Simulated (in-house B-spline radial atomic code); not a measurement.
# In⁶⁺: excited configurations

How much energy does it take to promote electrons of In⁶⁺ to other shells? Each configuration is solved by itself and compared with the reference.

Method: scalar-relativistic (spin-free one-electron X2C) PBE0, spin-polarised, spherical density, exact exchange averaged over the configuration, Fermi nucleus, basis-set limit. Code: in-house B-spline radial atomic code version 1.

## Step 1: The atom as given

```
element       : indium (Z = 49)
charge        : +6
electrons     : 43
configuration : [Kr] 4d7
Hamiltonian   : scalar-relativistic (X2C)
nucleus       : Fermi, rms radius 4.616 fm
```

The outer shells:

[Kr] 4d7
```
[Kr] core
4d [↑↓][↑↓][↑ ][↑ ][↑ ]
```

Where spins are not typed, each open shell is filled with up spins first.

Settings, as recorded:

```ini
Z = 49
electrons = 43.0
configuration = [Kr] 4d7
hamiltonian = x2c
method = pbe0
spin_polarised = True
nucleus = fermi
rms_radius = 4.6156
mass_number = 115
atomic_mass = 114.903878772
speed_of_light = 137.035999084
exact_exchange = averaged over the configuration
```

The reference is known from an earlier run: -5870.605492 hartree in all. Up to eight levels, counted from the top:

| orbital | occupation | energy (eV) | <r> (bohr) |
| --- | --- | --- | --- |
| 3d up | 5 | -536.02 | 0.3237 |
| 3d down | 5 | -534.94 | 0.3238 |
| 4s up | 1 | -216.56 | 0.8347 |
| 4s down | 1 | -212.47 | 0.8336 |
| 4p up | 3 | -172.79 | 0.8940 |
| 4p down | 3 | -168.24 | 0.8941 |
| 4d up | 5 | -107.17 | 1.038 |
| 4d down | 2 | -103.90 | 1.044 |

## Step 2: Run with [Kr] 4d6 5f1

Changes to the settings of step 1:

```diff
@@ -2,3 +2,3 @@
 electrons = 43.0
-configuration = [Kr] 4d7
+configuration = [Kr] 4d6 5f1
 hamiltonian = x2c
```

The run is started by

```bash
$ python run_scf.py task.json out
```

One command runs all members of the session, one after another, from task.json.

From the run's result record (rounded, not every field):

```text
{
  "status": "converged",
  "iterations": 10,
  "energy [hartree]": {"total": -5867.77528145, "kinetic": 6167.00386822, "nuclear": -14078.4036568, "coulomb": 2200.8761536, "exact_exchange": -38.6975323941, "xc": -118.554114057},
  "orbitals [hartree, bohr; first row names the columns]": [
    ["name", "occ", "eps", "<r>"],
    ["1s up", 1.0, -1025.5332, 0.029142],
    ["1s down", 1.0, -1025.5332, 0.029142],
    ["2s up", 1.0, -157.83769, 0.12798],
    ["2s down", 1.0, -157.78411, 0.12797],
    ["2p up", 3.0, -142.09213, 0.11192],
    ["2p down", 3.0, -142.04653, 0.11189],
    ["3s up", 1.0, -33.498627, 0.34766],
    ["3s down", 1.0, -33.471782, 0.34752],
    ["3p up", 3.0, -28.302005, 0.34617],
    ["3p down", 3.0, -28.270545, 0.34597],
    ["3d up", 5.0, -20.219435, 0.32344],
    ["3d down", 5.0, -20.162729, 0.32353],
    ["4s up", 1.0, -8.4266712, 0.82957],
    ["4s down", 1.0, -8.2108787, 0.82814],
    ["4p up", 3.0, -6.8053159, 0.88547],
    ["4p down", 3.0, -6.5663975, 0.88561],
    ["4d up", 5.0, -4.3610676, 1.0141],
    ["4d down", 1.0, -4.185247, 1.0217],
    ["5f up", 1.0, -1.1687342, 3.3748]
  ],
  "sum_r [bohr^k]": {"-1": 292.3594, "1": 23.42997, "2": 29.57817},
  "energy_minus_base [hartree]": 2.83021026
}
```

Run time: 0.19 s. Hardware: 1 thread, shared host.

energy_minus_base is the energy less that of the reference run.

## Step 3: Configuration [Kr] 4d6 4f1

Changes to the settings of step 2:

```diff
@@ -2,3 +2,3 @@
 electrons = 43.0
-configuration = [Kr] 4d6 5f1
+configuration = [Kr] 4d6 4f1
 hamiltonian = x2c
```

Result record:

```text
{
  "status": "converged",
  "iterations": 10,
  "energy [hartree]": {"total": -5868.54694494, "kinetic": 6167.7369728, "nuclear": -14091.6626211, "coulomb": 2212.93462635, "exact_exchange": -38.742808786, "xc": -118.813114232},
  "orbitals [hartree, bohr; first row names the columns]": [
    ["name", "occ", "eps", "<r>"],
    ["1s up", 1.0, -1025.2616, 0.029142],
    ["1s down", 1.0, -1025.2618, 0.029142],
    ["2s up", 1.0, -157.55931, 0.12798],
    ["2s down", 1.0, -157.5073, 0.12796],
    ["2p up", 3.0, -141.81495, 0.11191],
    ["2p down", 3.0, -141.77077, 0.11189],
    ["3s up", 1.0, -33.207231, 0.34763],
    ["3s down", 1.0, -33.179343, 0.34748],
    ["3p up", 3.0, -28.010895, 0.34614],
    ["3p down", 3.0, -27.978382, 0.34592],
    ["3d up", 5.0, -19.929564, 0.32341],
    ["3d down", 5.0, -19.872416, 0.32345],
    ["4s up", 1.0, -8.1445693, 0.83183],
    ["4s down", 1.0, -7.9191334, 0.82959],
    ["4p up", 3.0, -6.5297258, 0.88947],
    ["4p down", 3.0, -6.278693, 0.8884],
    ["4d up", 5.0, -4.1042181, 1.0264],
    ["4d down", 1.0, -3.9094891, 1.0317],
    ["4f up", 1.0, -1.824818, 1.5734]
  ],
  "sum_r [bohr^k]": {"-1": 292.63, "1": 21.72318, "2": 19.71395},
  "energy_minus_base [hartree]": 2.05854677
}
```

Wall time 0.2 s (1 thread, shared host).

Radial density 4πr²n(r) and radial functions P(r) = rR(r):

| r (bohr) | 4πr²n | 4d down | 4f up |
| --- | --- | --- | --- |
| 0.00252 | 8.818 | 0.0000 | 0.0000 |
| 0.00378 | 15.73 | 0.0001 | 0.0000 |
| 0.00566 | 26.45 | 0.0003 | 0.0000 |
| 0.00849 | 40.93 | 0.0009 | 0.0000 |
| 0.0127 | 55.68 | 0.0026 | 0.0000 |
| 0.0191 | 63.49 | 0.0077 | 0.0000 |
| 0.0286 | 59.15 | 0.0218 | 0.0002 |
| 0.0428 | 54.20 | 0.0575 | 0.0007 |
| 0.0642 | 68.00 | 0.1385 | 0.0027 |
| 0.0963 | 80.03 | 0.2885 | 0.0098 |
| 0.144 | 60.42 | 0.4833 | 0.0313 |
| 0.216 | 59.00 | 0.5768 | 0.0876 |
| 0.324 | 59.76 | 0.3117 | 0.2057 |
| 0.486 | 24.45 | -0.3669 | 0.3983 |
| 0.728 | 20.27 | -0.9929 | 0.6257 |
| 1.09 | 13.67 | -0.9954 | 0.7738 |
| 1.64 | 2.721 | -0.5073 | 0.7236 |
| 2.45 | 0.2938 | -0.1206 | 0.4538 |
| 3.67 | 0.02122 | -0.0092 | 0.1442 |
| 5.51 | 0.0002148 | -0.0001 | 0.0147 |

Clear maxima of the radial density (full grid of the record): 0.019, 0.096, 0.27, 0.73 bohr.

X-ray form factor of the spherical density:

| sinθ/λ (1/Å) | f (electrons) |
| --- | --- |
| 0 | 43.000 |
| 0.1 | 41.609 |
| 0.2 | 38.061 |
| 0.3 | 33.607 |
| 0.4 | 29.269 |
| 0.6 | 22.697 |
| 0.8 | 18.746 |
| 1 | 15.997 |
| 1.4 | 11.453 |
| 1.8 | 8.177 |
| 2.5 | 5.589 |
| 4 | 3.465 |
| 6 | 1.779 |

## Step 4: [Ar] 3d9 4s2 4p6 4d7 5f1

Changes to the settings of step 3:

```diff
@@ -2,3 +2,3 @@
 electrons = 43.0
-configuration = [Kr] 4d6 4f1
+configuration = [Ar] 3d9 4s2 4p6 4d7 5f1
 hamiltonian = x2c
```

Result record:

```text
{
  "status": "converged",
  "iterations": 10,
  "energy [hartree]": {"total": -5851.64833862, "kinetic": 6151.31044334, "nuclear": -14015.2385005, "coulomb": 2167.64032243, "exact_exchange": -37.8830950603, "xc": -117.477508791},
  "orbitals [hartree, bohr; first row names the columns]": [
    ["name", "occ", "eps", "<r>"],
    ["1s up", 1.0, -1026.8597, 0.029143],
    ["1s down", 1.0, -1026.8582, 0.029143],
    ["2s up", 1.0, -159.23792, 0.12796],
    ["2s down", 1.0, -159.0964, 0.1279],
    ["2p up", 3.0, -143.49088, 0.1119],
    ["2p down", 3.0, -143.37079, 0.11183],
    ["3s up", 1.0, -34.43598, 0.34527],
    ["3s down", 1.0, -34.288188, 0.34543],
    ["3p up", 3.0, -29.244585, 0.34314],
    ["3p down", 3.0, -29.078619, 0.34337],
    ["3d up", 5.0, -21.245572, 0.31895],
    ["3d down", 4.0, -21.076712, 0.31938],
    ["4s up", 1.0, -8.6273218, 0.81634],
    ["4s down", 1.0, -8.446105, 0.8168],
    ["4p up", 3.0, -6.9785922, 0.86882],
    ["4p down", 3.0, -6.7822338, 0.87078],
    ["4d up", 5.0, -4.4916382, 0.98616],
    ["4d down", 2.0, -4.3448095, 0.99487],
    ["5f up", 1.0, -1.1845156, 3.3171]
  ],
  "sum_r [bohr^k]": {"-1": 291.0727, "1": 23.69739, "2": 29.49365},
  "energy_minus_base [hartree]": 18.9571531
}
```

Run time: 0.2 s. Hardware: 1 thread, shared host.

## Step 5: Run with [Ar] 3d9 4s2 4p6 4d8

Changes to the settings of step 4:

```diff
@@ -2,3 +2,3 @@
 electrons = 43.0
-configuration = [Ar] 3d9 4s2 4p6 4d7 5f1
+configuration = [Ar] 3d9 4s2 4p6 4d8
 hamiltonian = x2c
```

Result record:

```text
{
  "status": "converged",
  "iterations": 10,
  "energy [hartree]": {"total": -5854.61500428, "kinetic": 6154.1748216, "nuclear": -14041.6517346, "coulomb": 2188.8907235, "exact_exchange": -38.0729442977, "xc": -117.955870537},
  "orbitals [hartree, bohr; first row names the columns]": [
    ["name", "occ", "eps", "<r>"],
    ["1s up", 1.0, -1026.3146, 0.029143],
    ["1s down", 1.0, -1026.3132, 0.029143],
    ["2s up", 1.0, -158.67937, 0.12796],
    ["2s down", 1.0, -158.55374, 0.12791],
    ["2p up", 3.0, -142.93271, 0.1119],
    ["2p down", 3.0, -142.82612, 0.11183],
    ["3s up", 1.0, -33.914152, 0.34536],
    ["3s down", 1.0, -33.775483, 0.34557],
    ["3p up", 3.0, -28.721793, 0.34326],
    ["3p down", 3.0, -28.566362, 0.34356],
    ["3d up", 5.0, -20.715594, 0.31916],
    ["3d down", 4.0, -20.564493, 0.31934],
    ["4s up", 1.0, -8.1515509, 0.82128],
    ["4s down", 1.0, -8.0334994, 0.82196],
    ["4p up", 3.0, -6.5152005, 0.87695],
    ["4p down", 3.0, -6.3878428, 0.87874],
    ["4d up", 5.0, -4.0590168, 1.0087],
    ["4d down", 3.0, -3.9650393, 1.0162]
  ],
  "sum_r [bohr^k]": {"-1": 291.6114, "1": 21.6124, "2": 18.57434},
  "energy_minus_base [hartree]": 15.9904874
}
```

It took 0.18 s on 1 thread, shared host.

## Step 6: Run with [Ar] 3d9 4s2 4p6 4d7 5s1

Changes to the settings of step 5:

```diff
@@ -2,3 +2,3 @@
 electrons = 43.0
-configuration = [Ar] 3d9 4s2 4p6 4d8
+configuration = [Ar] 3d9 4s2 4p6 4d7 5s1
 hamiltonian = x2c
```

Result record:

```text
{
  "status": "converged",
  "iterations": 10,
  "energy [hartree]": {"total": -5853.40713186, "kinetic": 6153.25594249, "nuclear": -14027.4846821, "coulomb": 2176.41472347, "exact_exchange": -37.9625208603, "xc": -117.630594886},
  "orbitals [hartree, bohr; first row names the columns]": [
    ["name", "occ", "eps", "<r>"],
    ["1s up", 1.0, -1026.6294, 0.029143],
    ["1s down", 1.0, -1026.6236, 0.029143],
    ["2s up", 1.0, -159.02344, 0.12796],
    ["2s down", 1.0, -158.87871, 0.1279],
    ["2p up", 3.0, -143.27342, 0.1119],
    ["2p down", 3.0, -143.15146, 0.11183],
    ["3s up", 1.0, -34.235486, 0.34527],
    ["3s down", 1.0, -34.083828, 0.34547],
    ["3p up", 3.0, -29.041531, 0.34318],
    ["3p down", 3.0, -28.874016, 0.34342],
    ["3d up", 5.0, -21.040613, 0.31901],
    ["3d down", 4.0, -20.871168, 0.31945],
    ["4s up", 1.0, -8.4376829, 0.81621],
    ["4s down", 1.0, -8.2498676, 0.81695],
    ["4p up", 3.0, -6.7852928, 0.87058],
    ["4p down", 3.0, -6.5862207, 0.87119],
    ["4d up", 5.0, -4.3037503, 0.99284],
    ["4d down", 2.0, -4.1508427, 0.9974],
    ["5s up", 1.0, -2.8613749, 1.8227]
  ],
  "sum_r [bohr^k]": {"-1": 291.3247, "1": 22.24885, "2": 20.68356},
  "energy_minus_base [hartree]": 17.1983598
}
```

It took 0.17 s on 1 thread, shared host.

## Step 7: Configuration [Kr] 4d6 5p1

Changes to the settings of step 6:

```diff
@@ -2,3 +2,3 @@
 electrons = 43.0
-configuration = [Ar] 3d9 4s2 4p6 4d7 5s1
+configuration = [Kr] 4d6 5p1
 hamiltonian = x2c
```

Result record:

```text
{
  "status": "converged",
  "iterations": 9,
  "energy [hartree]": {"total": -5869.0657084, "kinetic": 6168.3507269, "nuclear": -14087.9320541, "coulomb": 2207.8838359, "exact_exchange": -38.7072919085, "xc": -118.660925187},
  "orbitals [hartree, bohr; first row names the columns]": [
    ["name", "occ", "eps", "<r>"],
    ["1s up", 1.0, -1025.3427, 0.029142],
    ["1s down", 1.0, -1025.3399, 0.029142],
    ["2s up", 1.0, -157.66136, 0.12799],
    ["2s down", 1.0, -157.60663, 0.12797],
    ["2p up", 3.0, -141.91464, 0.11192],
    ["2p down", 3.0, -141.86666, 0.1119],
    ["3s up", 1.0, -33.336165, 0.34769],
    ["3s down", 1.0, -33.308179, 0.34756],
    ["3p up", 3.0, -28.139795, 0.3462],
    ["3p down", 3.0, -28.106569, 0.34602],
    ["3d up", 5.0, -20.055251, 0.3235],
    ["3d down", 5.0, -19.997861, 0.32361],
    ["4s up", 1.0, -8.2727615, 0.82977],
    ["4s down", 1.0, -8.0557904, 0.82824],
    ["4p up", 3.0, -6.652235, 0.88632],
    ["4p down", 3.0, -6.4113947, 0.88588],
    ["4d up", 5.0, -4.2105438, 1.0194],
    ["4d down", 1.0, -4.0314749, 1.0234],
    ["5p up", 1.0, -2.393386, 2.0348]
  ],
  "sum_r [bohr^k]": {"-1": 292.5538, "1": 22.12296, "2": 21.21487},
  "energy_minus_base [hartree]": 1.53978331
}
```

It took 0.16 s on 1 thread, shared host.

## Step 8: The excitation energies

| net move | configuration | 2|M_S|+1 | energy above the reference (eV) | largest <r> (bohr) |
| --- | --- | --- | --- | --- |
| 4d → 5p | [Kr] 4d6 5p1 | 6 | 41.900 | 2.03 |
| 4d → 4f | [Kr] 4d6 4f1 | 6 | 56.016 | 1.57 |
| 4d → 5f | [Kr] 4d6 5f1 | 6 | 77.014 | 3.37 |
| 3d → 4d | [Ar] 3d9 4s2 4p6 4d8 | 4 | 435.12 | 1.02 |
| 3d → 5s | [Ar] 3d9 4s2 4p6 4d7 5s1 | 6 | 467.99 | 1.82 |
| 3d → 5f | [Ar] 3d9 4s2 4p6 4d7 5f1 | 6 | 515.85 | 3.32 |

The lowest of them is 4d → 5p at 41.900 eV and the highest 3d → 5f at 515.85 eV. 3 of them lie more than 60 % above minus the reference's highest level (103.90 eV), in the range where a state can decay by emitting an electron. Two partly filled shells share a symmetry and can mix in the average, which may lower the energy, for: 3d → 4d; 3d → 5s; 3d → 5f. The reference has 2|M_S|+1 = 4; 5 of the configurations differ from it in spin. These are spherical averages at the typed spins, not spectroscopic levels.
